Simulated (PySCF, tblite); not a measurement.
# C4H8ClO2Si radical: geometry, infrared bands and EPR parameters

Aim: predict the infrared bands and EPR parameters of C4H8ClO2Si radical (`C[CH][C@@H]1CO[Si@H](Cl)O1`).

Programs: tblite 0.8.0 and PySCF 2.14.0, with density-fitted response routines of our own. Each step states its level of theory. These are calculated values for one molecule in the gas phase, unless marked as measured. Atoms count from 0, in the outputs and in this text.

### 1 The starting structure

16 atoms, charge 0, multiplicity 2; geometry from: force field or distance geometry start.

Bonds of the start (Å): C0–C1 1.48, C1–C2 1.52, C2–C3 1.49, C3–O4 1.37, O4–Si5 1.72, Si5–Cl6 2.08, Si5–O7 1.73, O7–C2 1.40, C0–H8 1.11, C0–H9 1.12, C0–H10 1.13, C1–H11 1.11, C2–H12 1.08, C3–H13 1.11, C3–H14 1.10, Si5–H15 1.44.

### 2 Relaxing the molecule with GFN2-xTB

What the job is given:

```
{"job": {"kind": "relax", "xc": "GFN2-xTB", "basis": "xTB"}, "charge": 0, "multiplicity": 2}
C     -2.164600     1.099400     0.024000
C     -1.339700    -0.050100     0.456500
C     -0.024700    -0.195800    -0.295900
C      0.656200    -1.391700     0.277400
O      1.965500    -1.394400    -0.128000
Si     2.322800     0.289800    -0.205200
Cl     3.631300     0.895600     1.288600
O      0.736600     0.927100     0.049600
H     -1.548000     2.005400    -0.130800
H     -2.923900     1.340000     0.815700
H     -2.766500     0.848500    -0.903700
H     -1.918100    -0.997200     0.419700
H     -0.171300    -0.202300    -1.367600
H      0.154500    -2.285000    -0.154900
H      0.567000    -1.458400     1.373200
H      2.815400     0.578100    -1.530100
```

Command:

```sh
> OMP_NUM_THREADS=1 python probes_run.py task.json out
```

One launch serves the whole session: the jobs run in the order shown.

The log of the run:

```text
step      E/eV     max force
  0    -737.02682    3.419
  1    -737.55202    1.818
  2    -737.75349    0.998
  3    -737.80082    0.518
  4    -737.83043    0.475
  5    -737.84662    0.440
  6    -737.87664    0.475
  7    -737.89900    0.451
  8    -737.91977    0.340
  9    -737.93345    0.287
 10    -737.94384    0.285
 11    -737.95161    0.194
 12    -737.95820    0.195
 13    -737.96392    0.182
 14    -737.96995    0.190
 15    -737.97629    0.191
 16    -737.98163    0.162
 17    -737.98526    0.154
 18    -737.98808    0.142
 19    -737.99148    0.180
 20    -737.99614    0.213
 21    -738.00125    0.196
 22    -738.00576    0.177
 23    -738.01016    0.153
 24    -738.01544    0.258
 25    -738.02104    0.322
 26    -738.02599    0.237
 27    -738.02950    0.144
 28    -738.03150    0.106
 29    -738.03371    0.127
 30    -738.03691    0.124
 31    -738.03920    0.080
 32    -738.04034    0.079
 33    -738.04121    0.089
 34    -738.04224    0.117
 35    -738.04336    0.136
 36    -738.04438    0.085
 37    -738.04536    0.053
 38    -738.04585    0.060
 39    -738.04693    0.065
 40    -738.04756    0.059
 41    -738.04805    0.047
 42    -738.04843    0.053
 43    -738.04891    0.054
 44    -738.04937    0.041
 45    -738.04970    0.036
 46    -738.04991    0.033
 47    -738.05011    0.040
 48    -738.05031    0.038
 49    -738.05051    0.039
 50    -738.05067    0.034
 51    -738.05079    0.027
 52    -738.05093    0.030
 53    -738.05110    0.032
 54    -738.05126    0.037
 55    -738.05141    0.033
 56    -738.05155    0.032
 57    -738.05172    0.048
 58    -738.05194    0.052
 59    -738.05217    0.041
 60    -738.05239    0.035
 61    -738.05258    0.043
 62    -738.05261    0.068
 63    -738.05284    0.061
 64    -738.05295    0.040
 65    -738.05320    0.034
 66    -738.05331    0.054
 67    -738.05357    0.089
 68    -738.05391    0.097
 69    -738.05425    0.084
 70    -738.05465    0.060
 71    -738.05481    0.181
 72    -738.05569    0.076
 73    -738.05667    0.073
 74    -738.05819    0.355
 75    -738.06012    0.104
 76    -738.06195    0.092
 77    -738.06249    0.520
 78    -738.06585    0.141
 79    -738.06737    0.098
 80    -738.06851    0.428
 81    -738.07113    0.142
 82    -738.07275    0.119
 83    -738.07758    0.235
 84    -738.07871    0.105
 85    -738.08026    0.087
 86    -738.08172    0.087
 87    -738.08296    0.103
 88    -738.08415    0.098
 89    -738.08522    0.082
 90    -738.08582    0.079
 91    -738.08648    0.106
 92    -738.08701    0.053
 93    -738.08791    0.056
 94    -738.08846    0.065
 95    -738.08946    0.085
 96    -738.09064    0.106
 97    -738.09260    0.123
 98    -738.09523    0.145
 99    -738.09814    0.236
100    -738.09505    0.297
101    -738.10122    0.095
102    -738.10235    0.155
103    -738.10411    0.124
104    -738.10700    0.141
105    -738.10903    0.112
106    -738.11171    0.091
107    -738.11304    0.059
108    -738.11358    0.040
109    -738.11397    0.050
110    -738.11430    0.043
111    -738.11459    0.034
112    -738.11478    0.032
113    -738.11489    0.025
114    -738.11497    0.021
115    -738.11500    0.023
116    -738.11503    0.025
117    -738.11506    0.028
118    -738.11511    0.034
119    -738.11520    0.040
120    -738.11535    0.045
121    -738.11558    0.046
122    -738.11585    0.045
123    -738.11610    0.043
124    -738.11632    0.040
125    -738.11654    0.037
126    -738.11680    0.034
127    -738.11705    0.038
128    -738.11721    0.032
129    -738.11730    0.025
130    -738.11736    0.019
131    -738.11740    0.012
132    -738.11744    0.015
133    -738.11747    0.016
134    -738.11752    0.015
135    -738.11758    0.018
136    -738.11762    0.016
137    -738.11765    0.014
138    -738.11768    0.013
139    -738.11770    0.011
140    -738.11771    0.003
```

Wall time 2.4 s (1 thread of AMD EPYC, shared host).

The steps of the relaxation: (not every step is listed)

| step | energy from step 0 (eV) | largest force (eV/Å) |
| --- | --- | --- |
| 0 | 0.0000 | 3.4186 |
| 1 | -0.5252 | 1.8185 |
| 2 | -0.7267 | 0.9983 |
| 3 | -0.7740 | 0.5178 |
| 4 | -0.8036 | 0.4754 |
| 5 | -0.8198 | 0.4396 |
| 6 | -0.8498 | 0.4752 |
| 7 | -0.8722 | 0.4510 |
| 8 | -0.8929 | 0.3402 |
| 20 | -0.9693 | 0.2129 |
| 32 | -1.0135 | 0.0786 |
| 44 | -1.0225 | 0.0406 |
| 56 | -1.0247 | 0.0324 |
| 68 | -1.0271 | 0.0970 |
| 80 | -1.0417 | 0.4278 |
| 92 | -1.0602 | 0.0531 |
| 104 | -1.0802 | 0.1407 |
| 116 | -1.0882 | 0.0250 |
| 128 | -1.0904 | 0.0316 |
| 135 | -1.0908 | 0.0176 |
| 136 | -1.0908 | 0.0164 |
| 137 | -1.0908 | 0.0144 |
| 138 | -1.0909 | 0.0131 |
| 139 | -1.0909 | 0.0112 |
| 140 | -1.0909 | 0.0032 |

Close pairs (by a distance rule), those that changed most:

| bond | before (Å) | after (Å) | change (Å) |
| --- | --- | --- | --- |
| Si5–O7 | 1.728 | 1.628 | -0.100 |
| Si5–Cl6 | 2.076 | 1.988 | -0.088 |
| O4–Si5 | 1.723 | 1.637 | -0.086 |
| C2–C3 | 1.491 | 1.563 | +0.072 |
| C1–C2 | 1.522 | 1.472 | -0.050 |
| C0–H10 | 1.134 | 1.089 | -0.045 |
| C0–H9 | 1.123 | 1.090 | -0.033 |
| C1–H11 | 1.110 | 1.077 | -0.033 |

The next job starts from the end point, and lists it.

### 3 Vibrational analysis with GFN2-xTB

What the job is given:

```
{"job": {"kind": "ir", "xc": "GFN2-xTB", "basis": "xTB"}, "charge": 0, "multiplicity": 2}
C     -2.358138     0.935364     0.109313
C     -1.016710     0.442158     0.469000
C     -0.073754    -0.110140    -0.517622
C      0.500389    -1.494793    -0.075213
O      1.771188    -1.297944     0.467314
Si     2.417073     0.125572    -0.019511
Cl     3.139139     1.133037     1.535083
O      1.055392     0.752072    -0.655053
H     -2.333392     2.008248    -0.119196
H     -3.053626     0.806261     0.938095
H     -2.742556     0.423517    -0.771516
H     -0.627057     0.642802     1.453149
H     -0.538773    -0.191640    -1.504962
H      0.580151    -2.159542    -0.940477
H     -0.136735    -1.957980     0.681051
H      3.409810    -0.048046    -1.060863
```

The log of the run:

```text
mode    cm-1     km/mol
  1      26.1      0.61
  2      42.0      1.01
  3      64.8      1.41
  4     104.5      2.32
  5     145.6      0.95
  6     239.4     26.12
  7     295.8      0.78
  8     332.5      6.04
  9     367.3      0.50
 10     470.3     58.09
 11     527.8     16.11
 12     570.5     41.91
 13     597.9     42.55
 14     716.0    148.99
 15     726.1    148.82
 16     814.8    233.06
 17     833.4     62.83
 18     869.5     37.09
 19     947.1     14.56
 20     973.3     48.30
 21     986.1      2.83
 22     999.3    222.95
 23    1096.8    157.17
 24    1131.5     13.45
 25    1166.4      8.17
 26    1202.9      4.35
 27    1226.7     12.50
 28    1253.7      8.94
 29    1297.1      5.91
 30    1367.8      5.91
 31    1386.4     11.85
 32    1456.9      5.05
 33    1467.4      7.79
 34    1473.1      0.46
 35    2378.0    208.76
 36    2886.5     11.82
 37    2923.7     10.52
 38    2934.8     87.42
 39    2969.4     26.06
 40    3002.2     19.88
 41    3017.7     25.09
 42    3109.7     32.65
```

Run time: 1.2 s. Hardware: 1 thread of AMD EPYC, shared host.

The strongest bands and the atoms that carry them (share of the mass-weighted mode):

| cm⁻¹ | km/mol | atoms |
| --- | --- | --- |
| 716 | 149.0 | H15 50 %, O7 15 %, C3 15 % |
| 726 | 148.8 | H15 41 %, C3 15 %, C2 14 %, O7 10 % |
| 815 | 233.1 | O4 37 %, Si5 34 %, O7 14 % |
| 833 | 62.8 | O7 19 %, Si5 19 %, C2 19 %, O4 16 % |
| 999 | 222.9 | C2 33 %, O7 27 % |
| 1097 | 157.2 | C3 46 %, O4 40 % |
| 2378 | 208.8 | H15 97 % |
| 2935 | 87.4 | H12 50 %, H13 41 % |

### 4 EPR parameters: B3LYP/pcH-1

The job, as its differences from that of step 3:

```diff
@@ -1,2 +1,2 @@
-{"job": {"kind": "ir", "xc": "GFN2-xTB", "basis": "xTB"}, "charge": 0, "multiplicity": 2}
+{"job": {"kind": "epr", "basis": "pcH-1"}, "charge": 0, "multiplicity": 2}
 C     -2.358138     0.935364     0.109313
```

With the program's defaults for keys left out, this is: UKS B3LYP, pcH-1 on C Cl H O Si, non-relativistic, mean-field spin-orbit, GIAO.

The log of the run:

```text
UKS, coarse grid
  cycle   1  E = -1057.28425629  |g| = 7.40e-01
  cycle   2  E = -1056.99593515  |g| = 1.16e+00
  cycle   3  E = -1057.46729495  |g| = 9.98e-02
  cycle   4  E = -1057.47035361  |g| = 5.21e-02
  cycle   5  E = -1057.47152319  |g| = 1.06e-02
  cycle   6  E = -1057.47155290  |g| = 6.72e-03
  cycle   7  E = -1057.47156989  |g| = 1.26e-03
  cycle   8  E = -1057.47156978  |g| = 5.29e-04
UKS, final grid
  cycle   1  E = -1057.47163829  |g| = 5.60e-04
  cycle   2  E = -1057.47163820  |g| = 7.32e-04
  cycle   3  E = -1057.47163844  |g| = 1.01e-04
  cycle   4  E = -1057.47163845  |g| = 3.37e-05
  cycle   5  E = -1057.47163845  |g| = 1.81e-05
E = -1057.47163845 Eh   <S^2> = 0.7538 (exact 0.7500)
g shifts (ppm)      1          2          3
  rmc          -157       -157       -157
  gc             17         34         41
  oz_so         -74        211        718
  total        -213         88        602
hyperfine (MHz)  atom isotope    a_iso     a_fc   dipolar eigenvalues
    0   13C     -32.16     -32.17     -2.67      0.42      2.26
    1   13C      94.22      94.31    -81.04    -80.05    161.09
    2   13C     -19.20     -19.20     -1.73     -0.46      2.20
    3   13C      53.68      53.68     -4.35     -3.24      7.59
    4   17O       0.12       0.12     -3.43      1.60      1.82
    5  29Si       3.68       3.67     -1.01      0.18      0.83
    6  35Cl      -0.35      -0.36     -0.20      0.02      0.18
    7   17O     -45.63     -45.62    -15.01      7.18      7.83
    8    1H     165.68     165.68     -5.71     -2.89      8.60
    9    1H      53.00      53.00     -4.83     -4.57      9.40
   10    1H      27.12      27.11     -4.73     -4.36      9.09
   11    1H     -60.35     -60.36    -37.80     -1.33     39.12
   12    1H       3.12       3.13     -5.98     -3.93      9.91
   13    1H       9.86       9.86     -2.60     -1.81      4.42
   14    1H       4.62       4.62     -6.60     -1.78      8.38
   15    1H       6.94       6.94     -0.88     -0.74      1.61
```

It took 2.3 min on 1 thread of AMD EPYC, shared host; peak memory 1.1 GiB.

Principal g values 2.00211, 2.00241, 2.00292; g(iso) = 2.00248, against 2.00232 for a free electron.

Mean a(iso) over the nuclei that a row names, and the largest dipolar term of the row (other rows stand at the frozen geometry):

| nuclei | isotope | a(iso) (MHz) | a(iso) (G, at g = 2.0023) | largest dipolar term (MHz) |
| --- | --- | --- | --- | --- |
| C1 | 13C | 94.2 | 33.6 | 161.1 |
| H8, H9, H10 | 1H | 81.9 | 29.2 | 9.4 |
| H11 | 1H | -60.3 | -21.5 | 39.1 |
| C3 | 13C | 53.7 | 19.2 | 7.6 |
| O7 | 17O | -45.6 | -16.3 | -15.0 |
| C0 | 13C | -32.2 | -11.5 | -2.7 |
| C2 | 13C | -19.2 | -6.8 | 2.2 |
| H13 | 1H | 9.9 | 3.5 | 4.4 |
| H15 | 1H | 6.9 | 2.5 | 1.6 |
| H14 | 1H | 4.6 | 1.6 | 8.4 |
| Si5 | 29Si | 3.7 | 1.3 | -1.0 |
| H12 | 1H | 3.1 | 1.1 | 9.9 |
| Cl6 | 35Cl | -0.4 | -0.1 | -0.2 |
| O4 | 17O | 0.1 | 0.0 | -3.4 |

Mulliken spin populations:

C0 -0.09; C1 1.01; C2 -0.06; C3 0.02; O4 0.01; Si5 0.00; Cl6 0.00; O7 0.03; H8 0.07; H9 0.02; H10 0.01; H11 -0.04; H12 0.00; H13 0.01; H14 0.00; H15 0.00

In first order the couplings over 0.8 MHz of 1H give 128 distinct lines over 118.0 G, if the averaged nuclei exchange fast.

Orbitals, density, ELF and potential are computed afterwards from the orbital file.

ELF in a plane through or near 4 of the atoms.

Ten even steps from ' ' (0.00) to '@' (1.00):
```
                                                        
                                                        
            ..::::..                                    
        ..--++**++==::                                  
        ::++**####++::                                  
        ..--++****==                  **##++..          
          ..::==++--....----    ..  --@@@@@@==          
          ..--::    ==##%%**  --==::**@@@@@@==          
      ..--####..##**==%%%%**..++**++**%%@@**::          
      ==%%@@@@--::..--********%%++**++::++==..          
      ==##%%**==::::....==::::##----**@@@@##::          
        ....  ..::..  ::**##++++..  ++@@@@@@++          
                    ::==++++==--    ::@@@@@@==          
                  ..%%@@%%--          ::==::            
                  **@@@@@@**                            
                  ##@@@@@@**                            
                  ::##%%##::                            
                                                        
                                                        
                                                        
```
The map spans 11.9 Å across and 9.9 Å up, centred on the molecule. Atoms in the plane (x, y in Å): C2 (0.0, -0.3), Si5 (-2.3, 0.7), H8 (2.7, 1.2), H10 (2.7, -0.6).

On the surface of density 0.002 e/bohr³ the electrostatic potential runs, from the 1st to the 99th percentile, from -1.26 V near O4 to 1.17 V near H15.

The spin density lies nearest to C1 64 %; H11 9 %; H8 7 %.

### 5 Summary of results

| quantity | value |
| --- | --- |
| strongest single infrared mode (GFN2-xTB) | 815 cm⁻¹, 233 km/mol |
| zero-point energy (GFN2-xTB) | 72.0 kcal/mol |
| g(iso) (B3LYP) | 2.00248 |
| ⟨S²⟩ | 0.754 (exact 0.75) |
| largest a(iso) (averaged by class) | 13C on C1, 94.2 MHz |
| surface potential, 1st and 99th percentile | -1.26 V and 1.17 V |

**Reading.** The optimisation took 140 steps and gained 1.091 eV; among the close pairs (by a distance rule), Si5–O7 changed most, from 1.728 to 1.628 Å. No mode is imaginary among the 42: a minimum at this level. The strongest single mode, at 815 cm⁻¹, moves mainly O4 and Si5. Unscaled tight-binding wavenumbers are off by several per cent, some by more. Its intensities can rank the bands wrongly. C1 carries the largest spin population, 1.01 e. The isotropic g lies 0.2 ppt above the free-electron value.
